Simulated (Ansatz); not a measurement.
# Hf2N: the cost of one run

Program: Ansatz 0.2.0. Level of theory: DFT PBEsol, scalar-relativistic, plane waves, PAW. These are calculated values, not measurements.

16 further runs of the same task are left out: 16 set aside as unsound or not needed.

## Step 1: The system as given

It takes space group P4_2/mnm (No. 136, tetragonal). The conventional cell has a = 5.313 Å, b = 5.313 Å, c = 3.242 Å, α = 90.00°, β = 90.00°, γ = 90.00°. Hf (site symmetry m2m) is surrounded by 3 N at 2.22 to 2.23 Å. Around N (site symmetry mmm) lie 6 Hf at 2.22 to 2.23 Å.

Coordinates:

```
Hf N
1.0
     5.31312    0.00000    0.00000
     0.00000    5.31312    0.00000
     0.00000    0.00000    3.24210
Hf N
4 2
Direct
  0.29554 0.29554 0.00000
  0.70446 0.70446 0.00000
  0.79554 0.20446 0.50000
  0.20446 0.79554 0.50000
  0.00000 0.00000 0.00000
  0.50000 0.50000 0.50000
```

Source of the structure: the Materials Project (structure only).

## Step 5: Plan of the scan

The energy is mapped over volume and the cell's shape.

The axes are (1) volume per atom: 7 values from 13.27 to 16.89 Å³; (2) c/a of the conventional cell: 7 values from 0.562 to 0.660.

Nothing else is relaxed (fractional coordinates fixed). Energies count from the relaxed crystal. Points are written as (first, second).

(The set-up runs are not shown.)

## Step 6: Point (16.89 Å³, 0.660)

input.yaml

```yaml
crystal:
  lattice:
    - [5.3542298214, 0.0, 0.0]
    - [0.0, 5.3542298214, 0.0]
    - [0.0, 0.0, 3.5353979511]
  atoms:
    - { symbol: Hf, position: [0.2954631013, 0.2954631013, 0.0] }
    - { symbol: Hf, position: [0.7045368987, 0.7045368987, 0.0] }
    - { symbol: Hf, position: [0.7954631013, 0.2045368987, 0.5] }
    - { symbol: Hf, position: [0.2045368987, 0.7954631013, 0.5] }
    - { symbol: "N", position: [0.0, 0.0, 0.0] }
    - { symbol: "N", position: [0.5, 0.5, 0.5] }
basis:
  ecutwfc: 520.0
kpoints:
  mp_grid: { grid: [8, 8, 14] }
hamiltonian:
  xc: pbesol
  pseudopotentials: { kind: paw, azcp: { folder: soft_1 } }
scf:
  occupations: { method: gaussian, width: 0.15 }
output:
  forces: true
  stress: true
  eigenvalues: true
```

Started as:

```
> ansatz run input.yaml --threads 4 --pin off --max-ram 8192MiB --backend cpu --events-out ev --progress --plain --runs-dir out
```

**Question.** How long does this run take on 4 threads of Arm Neoverse V2, shared host, and how much memory does it need?

About 15 s, with a peak of 1 GiB.
